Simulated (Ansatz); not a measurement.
What does this script print? It uses Ansatz 0.2.0, Python API.

Script `run_methods.py`:
```python
import ansatz as az
from ase import Atoms

atoms = Atoms(["Si", "Al", "Br", "H", "H", "H", "H"], positions=[
    (-0.8178, 0.4797, -0.3713),
    (1.2121, -0.3467, 0.3095),
    (1.5844, -2.6644, 0.0146),
    (-1.7202, -0.5751, -0.6477),
    (-0.6822, 1.3046, -1.6293),
    (-1.4148, 1.401, 0.6744),
    (1.8997, 0.3328, 1.6041),
])
mol = az.Crystal.molecule_from_ase(atoms)

job = mol.calculation().basis(gaussian="def2-SVP")

methods = ["mp2", "ccsd", "ccsd_t"]
reports = [job.correlation(m).run(threads=1).report for m in methods]
print(f"Hartree-Fock reference {reports[0]['reference_energy_ev'] / 27.211386246:.6f} Ha")
best = reports[-1]["free_energy_ev"] - reports[-1]["reference_energy_ev"]
for method, each in zip(methods, reports):
    gained = each["free_energy_ev"] - each["reference_energy_ev"]
    print(f"{method:8s} total {each['free_energy_ev'] / 27.211386246:.6f} Ha  correlation {gained:9.4f} eV  ({100 * gained / best:.1f} % of the last)")
```

```console
$ python run_methods.py
Hartree-Fock reference -3105.152264 Ha
mp2      total -3105.546492 Ha  correlation  -10.7275 eV  (89.0 % of the last)
ccsd     total -3105.585309 Ha  correlation  -11.7838 eV  (97.8 % of the last)
ccsd_t   total -3105.595109 Ha  correlation  -12.0504 eV  (100.0 % of the last)
```

Reading the output:
- Total energies depend on the basis set; only differences at equal settings carry meaning.
- The geometry is a force-field or estimated start, not a minimum of this method, and the basis set is short of its limit. A lower total doesn't mark the better method: functionals have no common bound, and MP2 and coupled cluster aren't variational.
- Inner cores stay frozen; a filled d shell under the valence of the heavier atoms is correlated with it.
- Timing: 11 s on 1 thread of Arm Neoverse V1, with other jobs on the host, peak memory 0.32 GiB.
